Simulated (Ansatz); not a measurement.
# FHf: the cost of one run

Method: the levels named in each step, in Ansatz 0.2.0.

### 1 The starting structure

Bond lengths: F1–Hf2 2.235 Å.

Coordinates:

```xyz
2

F     0.0000    0.0000    0.0000
Hf    0.0000    0.0000    2.2350
```

### 2 A rough first relaxation, PBE-D4/def2-SVP

Contents of input.yaml:

```yaml
crystal:
  periodic: [false, false, false]
  atoms:
    - { symbol: F, position_ang: [0.0, 0.0, 0.0] }
    - { symbol: Hf, position_ang: [0.0, 0.0, 2.23503] }
magnetization:
  spin_polarized: true
  initial_magnetization: 1
basis:
  gaussian: { orbitals: def2-SVP }
hamiltonian:
  xc: pbe
  dispersion: d4
relax:
  f_tol: 0.03
  max_steps: 200
```

Run with:

```
> ansatz run input.yaml --threads 2 --pin off --max-ram 5120MiB --backend cpu --events-out ev --progress --plain --runs-dir out
```

Q: Estimate wall time and peak memory on 2 threads of Arm Neoverse V2, shared host.

About 14 s, with a peak of 0.12 GiB.
